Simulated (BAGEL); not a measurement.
# doublet C2H5Si2 at 4 levels

Aim: a comparison of 4 runs (UHF/STO-3G, ROHF/6-31G*, UHF/6-31G*, ROHF/cc-pVDZ) of doublet C2H5Si2. 

The calculation is run with BAGEL 1.2.2.

## (1) Starting point

C2H5Si2 has 9 atoms, charge 0, and is taken as a doublet. As SMILES of the parent species, `[SiH2-]C#C[SiH3]`. The coordinates come from a GFN2-xTB relaxation. That shape belongs to the parent species and isn't relaxed for this state.

Bond lengths: Si1–C2 1.815 Å, C2–C3 1.233 Å, C3–Si4 1.802 Å, Si1–H5 1.485 Å, Si1–H6 1.486 Å, Si4–H7 1.496 Å, Si4–H8 1.495 Å, Si4–H9 1.486 Å. Some angles: Si1–C2–C3 161.9°, C2–C3–Si4 172.9°, C2–Si1–H5 106.0°, C2–Si1–H6 106.3°, C3–Si4–H7 115.1°, C3–Si4–H8 115.2°, C3–Si4–H9 111.9°, H5–Si1–H6 103.7°, H7–Si4–H8 102.9°, H7–Si4–H9 105.2°.

## (2) A single-point energy at UHF/STO-3G (density fitting with qzvpp-jkfit) (run 1)

job.json

```json
{ "bagel" : [

{
  "title" : "molecule",
  "basis" : "sto-3g",
  "df_basis" : "qzvpp-jkfit",
  "angstrom" : true,
  "geometry" : [
    { "atom" : "Si", "xyz" : [      -0.026020,       2.456620,      -1.266290 ] },
    { "atom" : "C", "xyz" : [      -0.154570,       0.848280,      -0.434420 ] },
    { "atom" : "C", "xyz" : [       0.144260,      -0.210860,       0.121250 ] },
    { "atom" : "Si", "xyz" : [       0.362080,      -1.804040,       0.934380 ] },
    { "atom" : "H", "xyz" : [      -0.789330,       2.324150,      -2.533730 ] },
    { "atom" : "H", "xyz" : [      -0.838990,       3.406310,      -0.463860 ] },
    { "atom" : "H", "xyz" : [      -0.703870,      -2.814380,       0.648480 ] },
    { "atom" : "H", "xyz" : [       1.617820,      -2.533610,       0.579730 ] },
    { "atom" : "H", "xyz" : [       0.388620,      -1.672480,       2.414470 ] }
  ]
},

{
  "title" : "uhf",
  "nopen" : 1
},

{
  "title" : "print",
  "file" : "orbitals.molden",
  "orbitals" : true
}

]}
```

On the command line:

```
$ BAGEL_NUM_THREADS=1 BAGEL job.json > job.out
```

The program printed:

```text
* using 1 threads per process

  ===============================================================
  ===============================================================

  *** Geometry ***

  { "atom" : "Si", "xyz" : [     -0.049171,      4.642339,     -2.392941 ] },
  { "atom" : "C", "xyz" : [     -0.292095,      1.603017,     -0.820935 ] },
  { "atom" : "C", "xyz" : [      0.272612,     -0.398468,      0.229129 ] },
  { "atom" : "Si", "xyz" : [      0.684232,     -3.409142,      1.765722 ] },
  { "atom" : "H", "xyz" : [     -1.491618,      4.392007,     -4.788056 ] },
  { "atom" : "H", "xyz" : [     -1.585461,      6.436993,     -0.876568 ] },
  { "atom" : "H", "xyz" : [     -1.330122,     -5.318407,      1.225450 ] },
  { "atom" : "H", "xyz" : [      3.057237,     -4.787829,      1.095531 ] },
  { "atom" : "H", "xyz" : [      0.734385,     -3.160529,      4.562687 ] },

  Number of auxiliary basis functions:      496

  Since a DF basis is specified, we compute 2- and 3-index integrals:
    o Being stored without compression. Storage requirement is 0.004 GB

  Number of basis functions:       33
  Number of electrons      :       45

    * METHOD: MOLECULE                             0.18

  *** Open-shell HF ***

  === Nuclear Repulsion ===
   158.5043060765

      * DIIS with orbital gradients will be used.

  === UHF iteration (sto-3g) ===
      0       -648.76022559          0.01470930           0.05
      1       -648.80343618          0.00462097           0.05
      2       -648.80830777          0.00259079           0.05
      3       -648.80937703          0.00136648           0.05
      4       -648.81013614          0.00022281           0.05
      5       -648.81056278          0.00014551           0.05
[... 16 lines of this table left out ...]
     22       -648.81701083          0.00000002           0.05
     23       -648.81701083          0.00000001           0.05
    * SCF iteration converged.

    * S^2 (UHF) is 1.1508

    * Permanent dipole moment:
           (   -0.433808,    -0.363515,     0.193601) a.u.

    * METHOD: UHF                                  1.35

    * METHOD: PRINT                                0.00

  ===============================================================
```

Run time: 1.7 s. Hardware: 1 thread of Arm Neoverse V2, shared host.

## (3) The energy at ROHF/6-31G(d) (density fitting with qzvpp-jkfit, spherical functions) (run 2)

input.json

```json
{ "bagel" : [

{
  "title" : "molecule",
  "basis" : "6-31gs.json",
  "df_basis" : "qzvpp-jkfit",
  "angstrom" : "true",
  "geometry" : [
    { "atom" : "Si", "xyz" : [      -0.026020,       2.456620,      -1.266290 ] },
    { "atom" : "C", "xyz" : [      -0.154570,       0.848280,      -0.434420 ] },
    { "atom" : "C", "xyz" : [       0.144260,      -0.210860,       0.121250 ] },
    { "atom" : "Si", "xyz" : [       0.362080,      -1.804040,       0.934380 ] },
    { "atom" : "H", "xyz" : [      -0.789330,       2.324150,      -2.533730 ] },
    { "atom" : "H", "xyz" : [      -0.838990,       3.406310,      -0.463860 ] },
    { "atom" : "H", "xyz" : [      -0.703870,      -2.814380,       0.648480 ] },
    { "atom" : "H", "xyz" : [       1.617820,      -2.533610,       0.579730 ] },
    { "atom" : "H", "xyz" : [       0.388620,      -1.672480,       2.414470 ] }
  ]
},

{
  "title" : "rohf",
  "nopen" : 1
},

{
  "title" : "print",
  "file" : "orbitals.molden",
  "orbitals" : "true"
}

]}
```

The basis set 6-31G* is read from a file made from the Basis Set Exchange's data (not shown).

On the command line:

```
$ BAGEL_NUM_THREADS=1 BAGEL input.json > input.out
```

The program printed:

```text
* using 1 threads per process

  ===============================================================
  ===============================================================

  *** Geometry ***

  { "atom" : "Si", "xyz" : [     -0.049171,      4.642339,     -2.392941 ] },
  { "atom" : "C", "xyz" : [     -0.292095,      1.603017,     -0.820935 ] },
  { "atom" : "C", "xyz" : [      0.272612,     -0.398468,      0.229129 ] },
  { "atom" : "Si", "xyz" : [      0.684232,     -3.409142,      1.765722 ] },
  { "atom" : "H", "xyz" : [     -1.491618,      4.392007,     -4.788056 ] },
  { "atom" : "H", "xyz" : [     -1.585461,      6.436993,     -0.876568 ] },
  { "atom" : "H", "xyz" : [     -1.330122,     -5.318407,      1.225450 ] },
  { "atom" : "H", "xyz" : [      3.057237,     -4.787829,      1.095531 ] },
  { "atom" : "H", "xyz" : [      0.734385,     -3.160529,      4.562687 ] },

  Number of auxiliary basis functions:      496

  Since a DF basis is specified, we compute 2- and 3-index integrals:
    o Being stored without compression. Storage requirement is 0.022 GB

  Number of basis functions:       74
  Number of electrons      :       45

    * METHOD: MOLECULE                             0.24

  *** Open-shell HF ***

  === Nuclear Repulsion ===
   158.5043060765

      * DIIS with orbital gradients will be used.

  === ROHF iteration (6-31gs.json) ===
      0       -656.24797100          0.02818573           0.14
      1       -656.34985610          0.01341166           0.13
      2       -656.37073922          0.00588236           0.13
      3       -656.37606321          0.00157798           0.13
      4       -656.37716567          0.00091744           0.13
      5       -656.37750068          0.00030958           0.13
      6       -656.37756002          0.00004329           0.13
      7       -656.37761554          0.00001544           0.14
      8       -656.37761966          0.00000683           0.14
      9       -656.37761980          0.00000180           0.14
     10       -656.37761976          0.00000082           0.14
     11       -656.37761985          0.00000054           0.13
     12       -656.37761985          0.00000014           0.13
     13       -656.37761987          0.00000007           0.14
     14       -656.37761987          0.00000003           0.14
     15       -656.37761987          0.00000002           0.14
     16       -656.37761987          0.00000000           0.13
    * SCF iteration converged.

    * S^2 (ROHF) is 0.7500

    * Permanent dipole moment:
           (   -0.279243,    -0.342846,     0.183919) a.u.

    * METHOD: ROHF                                 2.44

    * METHOD: PRINT                                0.01

  ===============================================================
```

Wall time 2.9 s (1 thread of Arm Neoverse V2, shared host); peak memory 0.11 GiB.

Run 3 isn't shown in full; the table further down has it.

## (4) The energy at ROHF/cc-pVDZ (density fitting with qzvpp-jkfit) (run 4)

job.json

```json
{ "bagel": [

{
  "title": "molecule",
  "basis": "cc-pvdz.json",
  "df_basis": "qzvpp-jkfit",
  "angstrom": true,
  "geometry": [
    { "atom": "Si", "xyz": [   -0.026020,    2.456620,   -1.266290 ] },
    { "atom": "C", "xyz": [   -0.154570,    0.848280,   -0.434420 ] },
    { "atom": "C", "xyz": [    0.144260,   -0.210860,    0.121250 ] },
    { "atom": "Si", "xyz": [    0.362080,   -1.804040,    0.934380 ] },
    { "atom": "H", "xyz": [   -0.789330,    2.324150,   -2.533730 ] },
    { "atom": "H", "xyz": [   -0.838990,    3.406310,   -0.463860 ] },
    { "atom": "H", "xyz": [   -0.703870,   -2.814380,    0.648480 ] },
    { "atom": "H", "xyz": [    1.617820,   -2.533610,    0.579730 ] },
    { "atom": "H", "xyz": [    0.388620,   -1.672480,    2.414470 ] }
  ]
},
{
  "title": "rohf",
  "nopen": 1
},
{
  "title": "print",
  "file": "orbitals.molden",
  "orbitals": true
}

]}
```

The basis set cc-pVDZ is read from a file made from the Basis Set Exchange's data (not shown).

On the command line:

```
$ BAGEL_NUM_THREADS=1 BAGEL job.json > job.out
```

The program printed:

```text
* using 1 threads per process

  ===============================================================
  ===============================================================

  *** Geometry ***

  { "atom" : "Si", "xyz" : [     -0.049171,      4.642339,     -2.392941 ] },
  { "atom" : "C", "xyz" : [     -0.292095,      1.603017,     -0.820935 ] },
  { "atom" : "C", "xyz" : [      0.272612,     -0.398468,      0.229129 ] },
  { "atom" : "Si", "xyz" : [      0.684232,     -3.409142,      1.765722 ] },
  { "atom" : "H", "xyz" : [     -1.491618,      4.392007,     -4.788056 ] },
  { "atom" : "H", "xyz" : [     -1.585461,      6.436993,     -0.876568 ] },
  { "atom" : "H", "xyz" : [     -1.330122,     -5.318407,      1.225450 ] },
  { "atom" : "H", "xyz" : [      3.057237,     -4.787829,      1.095531 ] },
  { "atom" : "H", "xyz" : [      0.734385,     -3.160529,      4.562687 ] },

  Number of auxiliary basis functions:      496

  Since a DF basis is specified, we compute 2- and 3-index integrals:
    o Being stored without compression. Storage requirement is 0.031 GB

  Number of basis functions:       89
  Number of electrons      :       45

    * METHOD: MOLECULE                             0.25

  *** Open-shell HF ***

  === Nuclear Repulsion ===
   158.5043060765

      * DIIS with orbital gradients will be used.

  === ROHF iteration (cc-pvdz.json) ===
      0       -656.29907736          0.01802529           0.17
      1       -656.39202714          0.00882214           0.17
      2       -656.40870728          0.00372282           0.17
      3       -656.41296248          0.00153673           0.17
      4       -656.41426037          0.00068694           0.17
      5       -656.41460366          0.00033547           0.17
      6       -656.41466686          0.00004415           0.17
      7       -656.41471951          0.00001665           0.17
      8       -656.41472440          0.00000691           0.17
      9       -656.41472498          0.00000233           0.17
     10       -656.41472490          0.00000122           0.17
     11       -656.41472496          0.00000052           0.17
     12       -656.41472498          0.00000031           0.17
     13       -656.41472499          0.00000017           0.17
     14       -656.41472499          0.00000006           0.17
     15       -656.41472499          0.00000002           0.17
     16       -656.41472499          0.00000001           0.17
    * SCF iteration converged.

    * S^2 (ROHF) is 0.7500

    * Permanent dipole moment:
           (   -0.243571,    -0.301255,     0.163177) a.u.

    * METHOD: ROHF                                 3.10

    * METHOD: PRINT                                0.01

  ===============================================================
```

It took 3.6 s on 1 thread of Arm Neoverse V2, shared host; peak memory 0.13 GiB.

## (5) The series

```csv
run,level,energy (Eh),dipole moment (D),⟨S²⟩,wall time
1,UHF/STO-3G (density fitting with qzvpp-jkfit),-648.817011,1.52,1.151,1.7 s
2,"ROHF/6-31G* (density fitting with qzvpp-jkfit, spherical functions)",-656.377620,1.22,0.750,2.9 s
3,"UHF/6-31G* (density fitting with qzvpp-jkfit, spherical functions)",-656.382658,1.17,0.971,4.8 s
4,ROHF/cc-pVDZ (density fitting with qzvpp-jkfit),-656.414725,1.07,0.750,3.6 s
```

## (6) Summary of results

| quantity | value |
| --- | --- |
| run 4: total energy | -656.41472 Eh |
| run 4: dipole moment | 1.07 D |
| run 4: ⟨S²⟩ | 0.750 |

In words: The dipole moment (its size) runs from 1.07 D (ROHF/cc-pVDZ) to 1.52 D (UHF/STO-3G). The two ends differ in method and basis. In run 1 the basis is minimal, so the values are rough. Spin contamination of the reference: run 1 ⟨S²⟩ = 1.15, run 3 ⟨S²⟩ = 0.97. All runs together took 13 s, the longest 4.8 s.
